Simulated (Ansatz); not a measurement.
# Rhodium, beta-Sn type under PBEsol: from relaxation to bulk modulus

What does PBEsol give for rhodium in the beta-Sn type structure? We relax it, solve it on a dense k-mesh, then scale the cell to 7 volumes from 88 to 112 % of the relaxed one and try a fit of the equation of state. Spin polarisation is left out. The k-meshes are 14×14×9 for the relaxation; 20×20×19 for the dense run; 14×14×13 for the volumes.

Program: Ansatz 0.2.0. Level of theory: DFT PBEsol, plane waves (420 eV) with PAW, scalar-relativistic; PBE-made PAW files. These are calculated values, not measurements.

**1. The structure to begin with**

The structure is tetragonal, space group I4_1/amd (No. 141). Conventional cell: a = 4.729 Å, b = 4.729 Å, c = 2.582 Å, α = 90.00°, β = 90.00°, γ = 90.00°. Rh (site symmetry -4m2) is surrounded by 6 Rh at 2.45 to 2.58 Å.

As a file:

```cif
data_structure
_symmetry_space_group_name_H-M 'P 1'
_symmetry_Int_Tables_number 1
_cell_length_a 3.5848
_cell_length_b 3.5848
_cell_length_c 3.5848
_cell_angle_alpha 97.454
_cell_angle_beta 97.454
_cell_angle_gamma 137.779
_cell_volume 28.88
loop_
_atom_site_label
_atom_site_type_symbol
_atom_site_fract_x
_atom_site_fract_y
_atom_site_fract_z
_atom_site_occupancy
Rh1 Rh 0.00000 0.00000 0.00000 1
Rh2 Rh 0.75000 0.25000 0.50000 1
```

**2. Relaxing cell and atoms**

The input, input.yaml:

```yaml
crystal:
  lattice:
    - [-2.3646850272, 2.3646850272, 1.2911180249]
    - [2.3646850272, -2.3646850272, 1.2911180249]
    - [2.3646850272, 2.3646850272, -1.2911180249]
  atoms:
    - { symbol: Rh, position: [0.0, 0.0, 0.0] }
    - { symbol: Rh, position: [0.75, 0.25, 0.5] }
hamiltonian:
  xc: pbesol
  pseudopotentials:
    kind: paw
    azcp:
      Rh: "pseudopotentials/Rh.paw.azcp"
basis:
  ecutwfc: 420
  fft_grid_basis: typed
kpoints:
  mp_grid: { grid: [14, 14, 9], shift: [0, 0, 0] }
magnetization:
  spin_polarized: false
scf:
  occupations: { method: fermi_dirac, width: 0.1 }
relax:
  max_steps: 60
  f_tol: 0.01
  cell: {}
output:
  write_density: true
  write_potential: true
  elf: true
  volumetric_format: npy
```

Launch:

```console
$ ansatz run input.yaml --threads 2 --pin off --max-ram 5120MiB --backend cpu --events-out ev --progress --plain --runs-dir out
```

After this run come: Single point on a dense mesh; The cell scaled to 88 % of its volume; The cell scaled to 92 % of its volume; The cell scaled to 96 % of its volume; The cell scaled to 100 % of its volume; The cell scaled to 104 % of its volume; The cell scaled to 108 % of its volume; The cell scaled to 112 % of its volume.

Q: Predict the outcome of this session. Wanted: space group; conventional cell; volume; shortest distance; gap on the mesh; relative to fcc; V₀, B₀, B₀′.

As calculated:

| quantity | value |
| --- | --- |
| space group (spins left aside) | Cmcm (No. 63) |
| conventional cell | a = 2.647 Å, b = 8.040 Å, c = 2.676 Å |
| volume | 14.241 Å³/atom |
| shortest distance | 2.552 Å |
| gap on the mesh | none (levels filled in part) |
| relative to fcc | +239 meV/atom |
| V₀, B₀, B₀′ | 14.206 Å³/atom, 268 GPa, 5.1 |

In words: The relaxation shrank the cell by 1.4 % in volume. The cell has left its prototype: it ends as Cmcm. What follows belongs to that structure, not to the type named at the start. The mesh has less symmetry than the lattice, which may have let the distortion in. It lies 239 meV/atom above the element's reference form at the same level (fcc, from a run of its own), so it is far from stable. Levels at the Fermi energy are filled in part, as in a metal. The fitted modulus is 268 GPa; letting shape and positions relax at each volume could only lower it.
